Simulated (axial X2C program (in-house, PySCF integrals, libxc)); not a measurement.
# TeRu: from the state search to constants

What are the state, bond length, wavenumber and bond energy of TeRu, and what does spin–orbit coupling change?

Computed with an in-house X2C program for linear molecules on PySCF integrals. Level: all-electron X2C, Te dyall-cv3z, Ru dyall-cv3z.

All values are calculated.

### 1 Set-up

Contents of task.json:

```json
{
 "zs": [
  52,
  44
 ],
 "q": 0,
 "bas": [
  "dyall-cv3z",
  "dyall-cv3z"
 ],
 "levels": [
  "PBE0",
  "HF",
  "PBE50",
  "PW91",
  "TPSS"
 ],
 "cc": true,
 "r0": 2.42,
 "thr": -2.0,
 "nmax": 140
}
```

Keys: zs atomic numbers; q charge; bas basis sets; levels methods (HF also brings MP2); cc coupled cluster on or off; r0 starting distance in Å; thr threshold in hartree for freezing inner shells (an s shell follows its p shell); nmax most natural virtual spinors.

Run with:

```sh
$ python so2c.py task.json out
```

Spin-free means the one-electron spin-free X2C Hamiltonian; two-component (2c) means X2C with spin–orbit coupling and atomic mean-field two-electron Coulomb and Gaunt terms. Basis: Te dyall-cv3z contracted to [11s12p8d4f1g], Ru dyall-cv3z contracted to [12s12p8d5f3g]; Gaussian nuclei, density fitting. Masses: Te 129.906 u, Ru 101.904 u.

Notation: σ, π±, δ± give the projection m of an orbital's angular momentum (0, ±1, ±2), α and β its spin, Λ and M_S the sums; ω is the projection of a spinor's total angular momentum and Ω the sum. Logs are in hartree.

The results follow Hamiltonian by Hamiltonian and level by level.

### 2 Search for the lowest determinant

Determinants are compared with PBE0 at 2.420 Å.

Spin-free determinants:

| ΔE (eV) | state | open shells |
| --- | --- | --- |
| 0.00 | M_S = 2, Λ = 2 | beyond closed shells: σα, π+α, π-α, δ+α, δ+β, δ-α |
| 0.25 | M_S = 2, Λ = 0 | beyond closed shells: π+α, π-α, δ+α, δ-α |
| 0.49 | M_S = 2, Λ = 1 | beyond closed shells: σα, π+α, π+β, π-α, δ+α, δ-α |
| 0.62 | M_S = 1, Λ = 1 | beyond closed shells: π-α, δ+α, δ+β, δ-α |
| 0.62 | M_S = 1, Λ = 3 | beyond closed shells: π+α, δ+α, δ+β, δ-α |
| 0.74 | M_S = 1, Λ = 2 | beyond closed shells: σα, π+β, π-α, δ+α, δ+β, δ-α |
| 0.74 | M_S = 1, Λ = 4 | beyond closed shells: σα, π+α, π+β, δ+α, δ+β, δ-α |

Two-component determinants:

```csv
ΔE (eV),state,open shells
0.00,Ω = 4,"excess of +ω over −ω: ω = 3/2, ω = 5/2"
0.35,Ω = 2,"excess of +ω over −ω: ω = -1/2, ω = 5/2"
0.41,Ω = 3,"excess of +ω over −ω: ω = 1/2, ω = 5/2"
0.63,Ω = 2,"excess of +ω over −ω: ω = 1/2, ω = 3/2"
0.67,Ω = 2,"excess of +ω over −ω: 2 × ω = 1/2, ω = -3/2, ω = 5/2"
0.68,Ω = 0,"excess of +ω over −ω: ω = -1/2, 2 × ω = 3/2, ω = -5/2"
0.76,Ω = 3,"excess of +ω over −ω: 2 × ω = -1/2, ω = 3/2, ω = 5/2"
```

### 3 PBE0, spin-free

State followed: M_S = 2, Λ = 2 (beyond closed shells: σα, π+α, π-α, δ+α, δ+β, δ-α). The scan is laid around 2.421 Å, a first estimate of the minimum, and this SCF restarts from the orbitals of the search.

The SCF at the reference distance of 2.421 Å:

```text
spin-free X2C-1e  PBE0
basis functions 274  fitting functions 1301  grid points 5804
iter        total energy     max residual
   1     -11323.597661659     2.74e-01
   2     -11323.601432653     3.22e-04
   3     -11323.601426414     4.81e-04
   4     -11323.601433155     1.14e-04
   5     -11323.601433524     2.05e-05
   6     -11323.601433534     3.91e-06
   7     -11323.601433535     3.02e-06
converged
one-electron -16569.03221190  Coulomb 5057.20314602  exact exchange -76.80554849  xc functional -235.07316307  nuclear repulsion 500.10634390
```

Along the bond, energies from the lowest point:

| R (Å) | E (eV) | μ (D) | HOMO (eV) | LUMO (eV) | iterations |
| --- | --- | --- | --- | --- | --- |
| 2.106 | 1.1778 | 2.83 | -5.77 | -3.06 | 15 |
| 2.203 | 0.4655 | 3.14 | -5.86 | -3.00 | 14 |
| 2.276 | 0.1724 | 3.37 | -5.91 | -2.96 | 13 |
| 2.348 | 0.0298 | 3.59 | -5.92 | -2.93 | 13 |
| 2.421 | 0.0000 | 3.79 | -5.94 | -2.91 | 7 |
| 2.506 | 0.0685 | 4.01 | -5.97 | -2.95 | 15 |
| 2.591 | 0.2152 | 4.20 | -6.00 | -3.06 | 16 |
| 2.699 | 0.4752 | 4.40 | -5.89 | -3.21 | 17 |
| 2.833 | 0.8354 | 4.58 | -5.69 | -3.36 | 17 |
| 3.026 | 1.3294 | 4.83 | -5.54 | -3.42 | 16 |
| 3.293 | 1.9177 | 5.25 | -5.43 | -3.48 | 16 |
| 3.631 | 2.5207 | 5.43 | -5.44 | -3.77 | 16 |

Dipoles are positive if Ru is the positive end.

Outer orbitals at the reference distance:

```csv
symmetry,occupied,ε (eV),atomic character
σα,yes,-16.40,"71% Te s, 10% Ru d, 10% Ru p"
σβ,yes,-15.68,"70% Te s, 11% Ru p, 10% Ru d"
σα,yes,-9.00,"69% Ru d, 24% Te p, 4% Te s"
π-α,yes,-8.76,"84% Ru d, 14% Te p"
π+α,yes,-8.76,"84% Ru d, 14% Te p"
δ-α,yes,-7.96,100% Ru d
δ+α,yes,-7.96,100% Ru d
σβ,yes,-7.62,"62% Te p, 24% Ru d, 7% Ru s"
σα,yes,-6.62,"43% Te p, 38% Ru s, 18% Ru d"
π+β,yes,-6.56,"52% Ru d, 42% Te p, 3% Ru p"
π-β,yes,-6.47,"47% Ru d, 47% Te p, 4% Ru p"
π+α,yes,-6.01,"70% Te p, 17% Ru d, 9% Ru p"
π-α,yes,-6.01,"70% Te p, 17% Ru d, 9% Ru p"
δ+β,yes,-5.94,100% Ru d
σβ,no,-2.91,"52% Ru d, 36% Ru s, 10% Te p"
π+β,no,-2.85,"47% Ru d, 40% Te p, 8% Ru p"
π-β,no,-2.72,"52% Ru d, 35% Te p, 8% Ru p"
σα,no,-2.61,"40% Ru p, 37% Ru s, 16% Te p"
```

PBE0 fields in the half plane through the axis: z from -2.4 to 4.8 Å across, distance from the axis 0.15 to 2.25 Å upwards; Te lies at z = 0 and Ru at z = 2.421 Å; the ELF is damped to zero where the density is low.

log10 density (e/bohr³). Ten even steps from '0' (-4.47 ) to '9' (1.83 ):
```
0011222222222222222111000
0112233333333333322221100
1122333444333333333322110
1223344444444444444332210
1233445555544445554433211
2233455565555556665443211
2234456777655567776543221
2234456898655567986543221
```

ELF. Ten even steps from '0' (0.00 ) to '9' (0.80 ):
```
0001234554321111111000000
0012467776543211111110000
0024789998764322222210000
0146899999875322222211000
0257998766786323443210000
1368984333476346875310000
1479953898346379698410000
1479846696535482739510000
```

Re = 2.407 Å, ωe = 280.8 cm⁻¹, Be = 0.05093 cm⁻¹, De = 2.95 eV, μ = 3.75 D.

### 4 HF, spin-free

Output at 2.421 Å:

```text
spin-free X2C-1e  HF
basis functions 274  fitting functions 1301  grid points 5804
iter        total energy     max residual
   1     -11318.944915926     2.91e-01
   2     -11318.985864230     7.79e-03
   3     -11318.991970903     1.06e-02
   4     -11318.994840078     6.36e-03
   5     -11318.997246265     5.28e-03
   6     -11318.998999869     4.65e-03
   7     -11319.000119067     3.65e-03
   8     -11319.001095884     2.86e-03
   9     -11319.001744120     2.41e-03
  10     -11319.002316906     1.88e-03
  11     -11319.002722072     1.77e-03
  12     -11319.003079671     1.94e-03
  13     -11319.003295338     2.04e-03
  14     -11319.003386556     2.01e-03
  15     -11319.003426335     1.97e-03
  16     -11319.003443021     1.96e-03
  17     -11319.003443973     1.94e-03
  18     -11319.003434573     1.91e-03
  19     -11319.003425106     1.87e-03
  20     -11319.003434864     1.89e-03
  21     -11319.003445535     1.92e-03
  22     -11319.003447123     1.93e-03
  23     -11319.003419538     1.89e-03
  24     -11319.003388348     1.86e-03
  25     -11319.003257922     1.75e-03
  26     -11319.003218586     1.81e-03
  27     -11319.003089755     1.68e-03
  28     -11319.002996421     1.58e-03
  29     -11319.002867888     1.41e-03
  30     -11319.002795412     1.37e-03
  31     -11319.002328919     1.18e-03
  32     -11319.002210272     8.39e-04
  33     -11319.002115253     7.18e-04
  34     -11319.001958910     9.00e-04
  35     -11319.001847283     8.66e-04
  36     -11319.001784187     7.06e-04
  37     -11319.001557210     1.37e-03
  38     -11319.001707806     5.09e-04
  39     -11319.001723970     4.25e-04
  40     -11319.001731682     3.87e-04
  41     -11319.001746604     3.89e-04
  42     -11319.001769002     4.02e-04
  43     -11319.001777475     3.65e-04
  44     -11319.001866973     6.28e-04
  45     -11319.001886312     4.23e-04
  46     -11319.001902836     4.15e-04
  47     -11319.001899813     3.53e-04
  48     -11319.001842263     4.99e-04
  49     -11319.001843260     2.80e-04
  50     -11319.001848019     3.28e-04
  51     -11319.001833010     2.80e-04
  52     -11319.001737212     6.95e-04
  53     -11319.001765577     3.24e-04
  54     -11319.001764872     3.21e-04
  55     -11319.001786826     3.76e-04
  56     -11319.001777126     2.94e-04
  57     -11319.001784415     3.22e-04
  58     -11319.001865361     6.02e-04
  59     -11319.001880439     4.05e-04
  60     -11319.001908580     4.56e-04
  61     -11319.001809218     6.35e-04
  62     -11319.001758256     5.87e-04
  63     -11319.001748027     3.75e-04
  64     -11319.001722717     4.15e-04
  65     -11319.001699691     3.92e-04
  66     -11319.001699154     3.37e-04
  67     -11319.001694675     3.50e-04
  68     -11319.001704501     3.78e-04
  69     -11319.001750977     4.52e-04
  70     -11319.001813463     5.20e-04
  71     -11319.001854925     4.61e-04
  72     -11319.001885384     4.37e-04
  73     -11319.001866493     2.83e-04
  74     -11319.001799539     5.20e-04
  75     -11319.001705926     7.41e-04
  76     -11319.001667796     5.93e-04
  77     -11319.001659833     4.30e-04
  78     -11319.001674643     3.96e-04
  79     -11319.001700201     4.16e-04
  80     -11319.001742427     4.49e-04
NOT converged
one-electron -16565.11393428  Coulomb 5053.37855450  exact exchange -307.37270654  xc functional 0.00000000  nuclear repulsion 500.10634390
```

No constants are quoted: too few points lie around the minimum for a second fit to confirm the first.

### 5 PBE50, spin-free

The SCF at the reference distance of 2.421 Å:

```text
spin-free X2C-1e  PBE50
basis functions 274  fitting functions 1301  grid points 5804
iter        total energy     max residual
   1     -11323.731573889     9.91e-02
   2     -11323.737151082     3.47e-03
   3     -11323.735223757     9.71e-03
   4     -11323.738034916     1.37e-03
   5     -11323.738162143     7.97e-04
   6     -11323.738268784     8.37e-04
   7     -11323.738357799     6.40e-04
   8     -11323.738423034     5.20e-04
   9     -11323.738499878     4.58e-04
  10     -11323.738607268     3.28e-04
  11     -11323.738667712     9.03e-05
  12     -11323.738672641     5.27e-05
  13     -11323.738673298     1.83e-05
  14     -11323.738673424     9.42e-06
  15     -11323.738673446     5.99e-06
  16     -11323.738673454     2.49e-06
  17     -11323.738673456     1.51e-06
  18     -11323.738673457     7.59e-07
converged
one-electron -16569.65782070  Coulomb 5057.89567529  exact exchange -153.66170976  xc functional -158.42116219  nuclear repulsion 500.10634390
```

No constants are quoted: the solution changes its character somewhere along the scan, so the fit is set aside.

### 6 PW91, spin-free

Output at 2.421 Å:

```text
spin-free X2C-1e  PW91
basis functions 274  fitting functions 1301  grid points 5804
iter        total energy     max residual
   1     -11325.192184652     1.18e-01
   2     -11325.192299204     1.62e-02
   3     -11324.930352387     6.93e-02
   4     -11325.199447447     5.48e-03
   5     -11325.199723456     4.59e-03
   6     -11325.200207679     2.36e-03
   7     -11325.200378805     2.11e-04
   8     -11325.200380197     6.53e-05
   9     -11325.200380224     4.52e-05
  10     -11325.200380298     1.13e-05
  11     -11325.200380301     4.55e-06
  12     -11325.200380302     1.01e-06
converged
one-electron -16569.02051232  Coulomb 5057.17145672  exact exchange 0.00000000  xc functional -313.45766860  nuclear repulsion 500.10634390
```

Re = 2.421 Å, ωe = 271.6 cm⁻¹, ωexe = 0.568 cm⁻¹, Be = 0.05035 cm⁻¹, De = 3.58 eV, μ = 2.84 D.

### 7 TPSS, spin-free

The SCF at the reference distance of 2.421 Å:

```text
spin-free X2C-1e  TPSS
basis functions 274  fitting functions 1301  grid points 5804
iter        total energy     max residual
   1     -11323.810818592     1.47e-01
   2     -11323.813073949     6.71e-03
   3     -11323.753935962     3.96e-02
   4     -11323.812567237     8.81e-03
   5     -11323.814826603     2.11e-03
   6     -11323.815005291     8.26e-04
   7     -11323.815023704     2.23e-04
   8     -11323.815025270     4.62e-05
   9     -11323.815025302     3.10e-05
  10     -11323.815025341     2.12e-06
  11     -11323.815025341     2.63e-06
converged
one-electron -16567.75121067  Coulomb 5055.86734718  exact exchange 0.00000000  xc functional -312.03750575  nuclear repulsion 500.10634390
```

Re = 2.421 Å, ωe = 273.2 cm⁻¹, ωexe = 0.568 cm⁻¹, Be = 0.05036 cm⁻¹, De = 3.34 eV, μ = 3.20 D.

### 8 Correlated methods, spin-free

Correlated methods: 24 electrons correlated (frozen shells, counted by type: Te 4 s, 3 p, 1 d; Ru 4 s, 3 p, 1 d), 340 virtual spinors in MP2.

MP2: No constants are quoted: the reference is strongly spin-contaminated.

### 9 A higher determinant, spin-free

State: M_S = 2, Λ = 0 (beyond closed shells: π+α, π-α, δ+α, δ-α).

Output at the reference distance:

```text
spin-free X2C-1e  PBE0
basis functions 274  fitting functions 1301  grid points 5804
iter        total energy     max residual
   1     -11323.588409607     2.76e-01
   2     -11323.592275936     3.23e-04
   3     -11323.592267156     5.83e-04
   4     -11323.592276873     8.17e-05
   5     -11323.592277068     1.34e-05
   6     -11323.592277073     2.53e-06
   7     -11323.592277073     1.57e-06
converged
one-electron -16567.25516509  Coulomb 5055.39372526  exact exchange -76.79570462  xc functional -235.04147652  nuclear repulsion 500.10634390
```

| R (Å) | E above the lowest PBE0 point (eV) |
| --- | --- |
| 2.106 | 1.403 |
| 2.203 | 0.693 |
| 2.276 | 0.406 |
| 2.348 | 0.271 |
| 2.421 | 0.249 |
| 2.506 | 0.327 |
| 2.591 | 0.482 |
| 2.699 | 0.753 |
| 2.833 | 1.144 |

Re = 2.401 Å, ωe = 284.8 cm⁻¹, ωexe = 0.553 cm⁻¹, Be = 0.05121 cm⁻¹, μ = 3.33 D. Te = 0.25 eV.

State: M_S = 2, Λ = 1 (beyond closed shells: σα, π+α, π+β, π-α, δ+α, δ-α).

Output at the reference distance:

```text
spin-free X2C-1e  PBE0
basis functions 274  fitting functions 1301  grid points 5804
iter        total energy     max residual
   1     -11323.579547373     2.85e-01
   2     -11323.583364379     3.38e-04
   3     -11323.583364797     5.41e-05
   4     -11323.583364309     1.48e-04
   5     -11323.583364908     1.01e-05
   6     -11323.583364910     3.77e-06
   7     -11323.583364911     2.51e-06
converged
one-electron -16568.04225203  Coulomb 5056.24261530  exact exchange -76.81483160  xc functional -235.07524048  nuclear repulsion 500.10634390
```

| R (Å) | E above the lowest PBE0 point (eV) |
| --- | --- |
| 2.106 | 2.105 |
| 2.203 | 1.246 |
| 2.276 | 0.851 |
| 2.348 | 0.613 |
| 2.421 | 0.492 |
| 2.506 | 0.458 |
| 2.591 | 0.505 |
| 2.699 | 0.643 |
| 2.833 | 0.876 |

Re = 2.493 Å, ωe = 237.6 cm⁻¹, ωexe = 0.666 cm⁻¹, Be = 0.04748 cm⁻¹, μ = 4.36 D. Te = 0.46 eV.

### 10 The spin-free curves together

Energy (eV) of the followed determinant, spin-free, from each level's lowest point:

| R (Å) | PBE0 | HF | MP2 (spin-contaminated) | PBE50 (jumps) | PW91 | TPSS |
| --- | --- | --- | --- | --- | --- | --- |
| 2.106 | 1.178 | 1.753 | 0.536 | 1.162 | 1.243 | 1.253 |
| 2.203 | 0.465 | 0.846 | 0.000 | 0.457 | 0.511 | 0.515 |
| 2.276 | 0.172 | n/a | n/a | 0.169 | 0.203 | 0.205 |
| 2.348 | 0.030 | n/a | n/a | 0.030 | 0.046 | 0.046 |
| 2.421 | 0.000 | n/a | n/a | 0.000 | 0.000 | 0.000 |
| 2.506 | 0.069 | 0.000 | 0.029 | 0.049 | 0.049 | 0.050 |
| 2.591 | 0.215 | 0.038 | 0.228 | 0.148 | 0.175 | 0.178 |
| 2.699 | 0.475 | 0.167 | 0.573 | 0.316 | 0.410 | 0.415 |
| 2.833 | 0.835 | 0.386 | 1.050 | 0.557 | 0.756 | 0.766 |
| 3.026 | 1.329 | 0.736 | 1.737 | 0.939 | 1.296 | 1.312 |
| 3.293 | 1.918 | 1.189 | 2.543 | 1.467 | 1.998 | 2.019 |
| 3.631 | 2.521 | 1.687 | 3.327 | 2.056 | 2.732 | 2.753 |

### 11 PBE0, 2c

State followed: Ω = 4 (excess of +ω over −ω: ω = 3/2, ω = 5/2). The scan is laid around 2.421 Å, a first estimate of the minimum, and this SCF restarts from the orbitals of the search.

Output at 2.421 Å:

```text
two-component X2C + atomic mean field  PBE0
basis functions 274  fitting functions 1301  grid points 5804
iter        total energy     max residual
   1     -11318.911254729     2.74e-01
   2     -11318.915073186     3.22e-04
   3     -11318.915070986     3.04e-04
   4     -11318.915072784     1.85e-04
   5     -11318.915073802     1.93e-05
   6     -11318.915073812     3.33e-06
   7     -11318.915073812     1.85e-06
converged
one-electron -16555.70332582  Coulomb 5054.66360865  exact exchange -76.75945109  xc functional -234.93923691  nuclear repulsion 500.10634390  atomic mean-field constant -6.28301254
```

Along the bond, energies from the lowest point:

| R (Å) | E (eV) | μ (D) | HOMO (eV) | LUMO (eV) | iterations |
| --- | --- | --- | --- | --- | --- |
| 2.106 | 1.1920 | 2.80 | -5.56 | -3.06 | 16 |
| 2.203 | 0.4765 | 3.11 | -5.64 | -2.99 | 15 |
| 2.276 | 0.1803 | 3.33 | -5.69 | -2.96 | 14 |
| 2.348 | 0.0341 | 3.54 | -5.73 | -2.93 | 14 |
| 2.421 | 0.0000 | 3.73 | -5.77 | -2.90 | 7 |
| 2.506 | 0.0628 | 3.94 | -5.80 | -2.98 | 15 |
| 2.591 | 0.2025 | 4.11 | -5.84 | -3.05 | 16 |
| 2.699 | 0.4508 | 4.27 | -5.87 | -3.09 | 16 |
| 2.833 | 0.7947 | 4.39 | -5.86 | -3.15 | 18 |
| 3.026 | 1.2729 | 4.53 | -5.72 | -3.22 | 17 |
| 3.293 | 1.8384 | 4.66 | -5.61 | -3.43 | 17 |
| 3.631 | 2.3875 | 4.21 | -5.56 | -3.66 | 17 |

Dipoles are positive if Ru is the positive end.

Outer spinors at the reference distance:

```
   ω  occupied  ε (eV)              atomic character     λ mixture
 1/2       yes  -16.40  71% Te s, 10% Ru d, 10% Ru p        100% σ
-1/2       yes  -15.69  70% Te s, 11% Ru p, 10% Ru d        100% σ
 1/2       yes   -9.02   68% Ru d, 25% Te p, 4% Te s        100% σ
-1/2       yes   -8.86            82% Ru d, 16% Te p        100% π
 3/2       yes   -8.67            86% Ru d, 12% Te p        100% π
-3/2       yes   -8.09                     100% Ru d        100% δ
 5/2       yes   -7.83                     100% Ru d        100% δ
-1/2       yes   -7.70   61% Te p, 24% Ru d, 7% Ru s   95% σ, 5% π
 1/2       yes   -6.89  48% Te p, 34% Ru d, 13% Ru s  59% π, 41% σ
 1/2       yes   -6.44  42% Te p, 29% Ru d, 25% Ru s  60% σ, 40% π
-3/2       yes   -6.36   54% Ru d, 40% Te p, 3% Ru p        100% π
-1/2       yes   -6.17   68% Te p, 19% Ru d, 8% Ru p   95% π, 5% σ
 3/2       yes   -6.06             96% Ru d, 3% Te p   96% δ, 4% π
 3/2       yes   -5.77   67% Te p, 19% Ru d, 9% Ru p   96% π, 4% δ
-1/2        no   -2.90  52% Ru d, 35% Ru s, 10% Te p        100% σ
 1/2        no   -2.90   54% Ru d, 33% Te p, 7% Ru p   98% π, 2% σ
-3/2        no   -2.65   45% Ru d, 41% Te p, 9% Ru p        100% π
 1/2        no   -2.59  40% Ru p, 36% Ru s, 17% Te p   99% σ, 1% π
```

PBE0 fields in the half plane through the axis: z from -2.4 to 4.8 Å across, distance from the axis 0.15 to 2.25 Å upwards; Te lies at z = 0 and Ru at z = 2.421 Å; the ELF is damped to zero where the density is low.

log10 density (e/bohr³). Ten even steps from '0' (-4.46 ) to '9' (1.83 ):
```
0011222222222222222111000
0112223333333333322221100
1122333444333333333322110
1223344444444444444332210
1233444555544445554433211
2233455565555556665443211
2234456777655567776543221
2234456898655567986543221
```

ELF. Ten even steps from '0' (0.00 ) to '9' (0.80 ):
```
0001234554321111111000000
0012467776543211111110000
0024789998764322222210000
0146899999875322222211000
0257998766786323443211000
1368984333476346875310000
1479953898346379698410000
1479846696535482739510000
```

No constants are quoted: the solution changes its character somewhere along the scan, so the fit is set aside.

### 12 HF, 2c

Output at 2.421 Å:

```text
two-component X2C + atomic mean field  HF
basis functions 274  fitting functions 1301  grid points 5804
iter        total energy     max residual
   1     -11314.254190162     2.92e-01
   2     -11314.294966528     7.39e-03
   3     -11314.300881245     8.21e-03
   4     -11314.303595416     4.00e-03
   5     -11314.305800899     3.21e-03
   6     -11314.307349876     2.96e-03
   7     -11314.308301626     2.29e-03
   8     -11314.309083720     1.94e-03
   9     -11314.309615213     1.89e-03
  10     -11314.310109591     1.81e-03
  11     -11314.310550323     1.74e-03
  12     -11314.311132409     1.76e-03
  13     -11314.311516100     1.60e-03
  14     -11314.312294439     1.51e-03
  15     -11314.312799440     1.15e-03
  16     -11314.313181823     8.89e-04
  17     -11314.313401703     8.29e-04
  18     -11314.313660055     8.53e-04
  19     -11314.313850975     8.04e-04
  20     -11314.314068118     8.51e-04
  21     -11314.314186877     7.31e-04
  22     -11314.314367754     7.17e-04
  23     -11314.314445931     5.75e-04
  24     -11314.314509925     4.74e-04
  25     -11314.314563700     3.90e-04
  26     -11314.314592079     3.07e-04
  27     -11314.314618975     3.02e-04
  28     -11314.314634544     2.80e-04
  29     -11314.314649732     2.76e-04
  30     -11314.314664405     2.68e-04
  31     -11314.314675924     2.59e-04
  32     -11314.314694762     2.81e-04
  33     -11314.314708514     2.70e-04
  34     -11314.314720553     2.64e-04
  35     -11314.314739990     2.85e-04
  36     -11314.314743143     2.45e-04
  37     -11314.314745435     2.37e-04
  38     -11314.314748563     2.37e-04
  39     -11314.314760425     2.60e-04
  40     -11314.314753255     2.16e-04
  41     -11314.314752142     2.20e-04
  42     -11314.314756106     2.34e-04
  43     -11314.314761926     2.41e-04
  44     -11314.314746507     2.05e-04
  45     -11314.314734747     2.04e-04
  46     -11314.314762772     2.89e-04
  47     -11314.314772462     2.58e-04
  48     -11314.314775382     2.37e-04
  49     -11314.314769680     2.14e-04
  50     -11314.314779548     2.48e-04
  51     -11314.314778637     2.26e-04
  52     -11314.314779988     2.29e-04
  53     -11314.314791468     2.56e-04
  54     -11314.314784732     2.13e-04
  55     -11314.314762904     2.40e-04
  56     -11314.314748581     2.15e-04
  57     -11314.314727017     2.58e-04
  58     -11314.314769653     3.23e-04
  59     -11314.314784986     2.81e-04
  60     -11314.314782782     2.30e-04
  61     -11314.314769905     2.02e-04
  62     -11314.314767498     2.10e-04
  63     -11314.314778217     2.48e-04
  64     -11314.314764844     2.02e-04
  65     -11314.314798708     3.10e-04
  66     -11314.314769820     2.71e-04
  67     -11314.314710605     5.07e-04
  68     -11314.314710474     2.37e-04
  69     -11314.314717666     2.36e-04
  70     -11314.314733825     2.67e-04
  71     -11314.314731059     2.27e-04
  72     -11314.314727143     2.17e-04
  73     -11314.314737953     2.48e-04
  74     -11314.314702119     3.48e-04
  75     -11314.314758867     3.57e-04
  76     -11314.314791264     3.29e-04
  77     -11314.314790868     2.43e-04
  78     -11314.314794665     2.39e-04
  79     -11314.314825173     3.20e-04
  80     -11314.314686808     9.10e-04
NOT converged
one-electron -16552.27407420  Coulomb 5051.35562828  exact exchange -307.21957225  xc functional 0.00000000  nuclear repulsion 500.10634390  atomic mean-field constant -6.28301254
```

No constants are quoted: the points don't follow one smooth fit.

[end of part 1 of 2]
